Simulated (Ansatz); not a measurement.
# Al3B2Sb: the cost of one run

Program: Ansatz 0.2.0. Level of theory: DFT PBE, scalar-relativistic, plane waves, PAW. These are calculated values, not measurements.

## (1) Starting point

The structure is hexagonal, space group P6mm (No. 183). The conventional cell has a = 3.996 Å, b = 3.996 Å, c = 6.939 Å, α = 90.00°, β = 90.00°, γ = 120.00°. Around Al (site symmetry 2mm) lie 4 Al at 2.00 Å and 4 B at 2.07 to 2.31 Å. Around B (site symmetry 6mm) lie 1 B at 1.70 Å and 1 Sb at 2.22 Å and 6 Al at 2.31 Å. Around B (site symmetry 6mm) lie 1 B at 1.70 Å and 6 Al at 2.07 Å. Sb (site symmetry 6mm) has 1 B at 2.22 Å as nearest neighbours.

Structure file:

```
Al B Sb
1.0
     3.99636    0.00000    0.00000
    -1.99818    3.46095    0.00000
     0.00000    0.00000    6.93882
Al B Sb
3 2 1
Cartesian
  1.9982 0.0000 2.5760
  -0.9991 1.7305 2.5760
  0.9991 1.7305 2.5760
  0.0000 0.0000 1.4252
  0.0000 0.0000 3.1227
  0.0000 0.0000 6.1449
```

Recipe of the guess: random cell by space group and Wyckoff sites (P6mm, No. 183). Its size is a rough estimate.

## (2) Probe: one point on a coarse mesh

File input.yaml:

```yaml
crystal:
  lattice:
    - [3.9963606, 0.0, 0.0]
    - [-1.9981803, 3.4609498, 0.0]
    - [0.0, 0.0, 6.93881972]
  atoms:
    - { symbol: Al, position: [0.5, 0.0, 0.37124863] }
    - { symbol: Al, position: [0.0, 0.5, 0.37124863] }
    - { symbol: Al, position: [0.5, 0.5, 0.37124863] }
    - { symbol: B, position: [0.0, 0.0, 0.20539584] }
    - { symbol: B, position: [0.0, 0.0, 0.45003609] }
    - { symbol: Sb, position: [0.0, 0.0, 0.88558224] }
basis:
  ecutwfc: 420
kpoints:
  mp_grid: { grid: [6, 6, 4] }
hamiltonian:
  xc: pbe
scf:
  occupations: { method: gaussian, width: 0.1 }
  lower_state_search: "off"
output:
  forces: true
  stress: true
  eigenvalues: true
```

The run is started by

```console
$ ansatz run input.yaml --threads 1 --pin off --max-ram 2560MiB --backend cpu --events-out ev --progress --plain --runs-dir out
```

**Question.** How long does this run take on 1 thread of Intel Xeon at 2.70GHz, shared host, and how much memory does it need?

About 4 s, with a peak of 0.35 GiB.
